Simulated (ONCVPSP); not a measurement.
# Zn: the cost of one run

Program: ONCVPSP 4.0.1.1 (patched build). Reference atom: PBEsol, scalar-relativistic, spherical and spin-unpolarised. All values are calculated.

## Step 1: The design

Typed settings, in words:

| Item | Value |
| --- | --- |
| element | zinc (Zn, Z = 30) |
| type | optimised norm-conserving Vanderbilt (ONCV) |
| frozen core | [Ne] |
| valence charge | 20 |
| reference configuration | 3s2 3p6 3d10 4s2 |
| partial waves | 3s+4s: rc 0.90 bohr, ncon 4, nbas 7, qcut 17.7 1/bohr, 2 projectors; 3p: rc 1.10 bohr, ncon 4, nbas 7, qcut 11.5 1/bohr, 2 projectors, debl 1.7 Ha; 3d: rc 1.10 bohr, ncon 5, nbas 10, qcut 16.1 1/bohr, 3 projectors, debl 1.2 Ha |
| local potential | polynomial inside 0.75 bohr (lpopt 5, dvloc0 0 Ha) |
| core correction | polynomial model core, fcfact 0.3 |

The nodes and maxima of the atom's own shells, from an earlier all-electron run, set the scale for the radii.

All-electron outer shells of the reference configuration (PBEsol, scalar-relativistic, ld1.x):

```json
{"shell": "2p", "level (eV)": "-1003.46", "outermost node (bohr)": "–", "outermost maximum (bohr)": "0.15"}
{"shell": "3s", "level (eV)": "-128.92", "outermost node (bohr)": "0.28", "outermost maximum (bohr)": "0.59"}
{"shell": "3p", "level (eV)": "-83.26", "outermost node (bohr)": "0.25", "outermost maximum (bohr)": "0.59"}
{"shell": "3d", "level (eV)": "-10.17", "outermost node (bohr)": "–", "outermost maximum (bohr)": "0.56"}
{"shell": "4s", "level (eV)": "-6.00", "outermost node (bohr)": "0.85", "outermost maximum (bohr)": "2.09"}
{"shell": "4p", "level (eV)": "-1.07", "outermost node (bohr)": "0.92", "outermost maximum (bohr)": "3.04"}
```

## Step 2: The generation run

Zn.dat reads:

```
# ATOM AND REFERENCE CONFIGURATION
# atsym  z   nc   nv     iexc    psfile
  Zn 30.00    3    4  -116133      upf
#
#   n    l    f
    1    0    2.00
    2    0    2.00
    2    1    6.00
    3    0    2.00
    3    1    6.00
    3    2   10.00
    4    0    2.00
#
# PSEUDOPOTENTIAL AND OPTIMIZATION
# lmax
    2
#
#   l,   rc,      ep,       ncon, nbas, qcut
    0    0.90    0.00    4    7   17.70
    1    1.10    0.00    4    7   11.50
    2    1.10    0.00    5   10   16.10
#
# LOCAL POTENTIAL
# lloc, lpopt,  rc(5),   dvloc0
    4    5    0.75    0.00
#
# VANDERBILT-KLEINMAN-BYLANDER PROJECTORs
# l, nproj, debl
    0    2    3.60
    1    2    1.70
    2    3    1.20
#
# MODEL CORE CHARGE
# icmod, fcfact, rcfact
    1    0.30    0.00
#
# LOG DERIVATIVE ANALYSIS
# epsh1, epsh2, depsh
   -6.00    5.00    0.04
#
# OUTPUT GRID
# rlmax, drl
    6.00    0.01
#
# TEST CONFIGURATIONS
# ncnf
    4
# nvcnf
#   n    l    f
    4
    3    0    2.00
    3    1    6.00
    3    2   10.00
    4    0    1.00
#
    4
    3    0    2.00
    3    1    6.00
    3    2   10.00
    4    0    0.00
#
    4
    3    0    2.00
    3    1    6.00
    3    2    9.00
    4    0    0.00
#
    4
    3    0    2.00
    3    1    6.00
    3    2    9.00
    4    0    2.00
#
```

On the command line:

```console
$ oncvpsp.x < Zn.dat > Zn.out
```

**Question.** How long does this run take on 1 thread of Intel Xeon 6975P-C, shared host?

About 3.9 s.
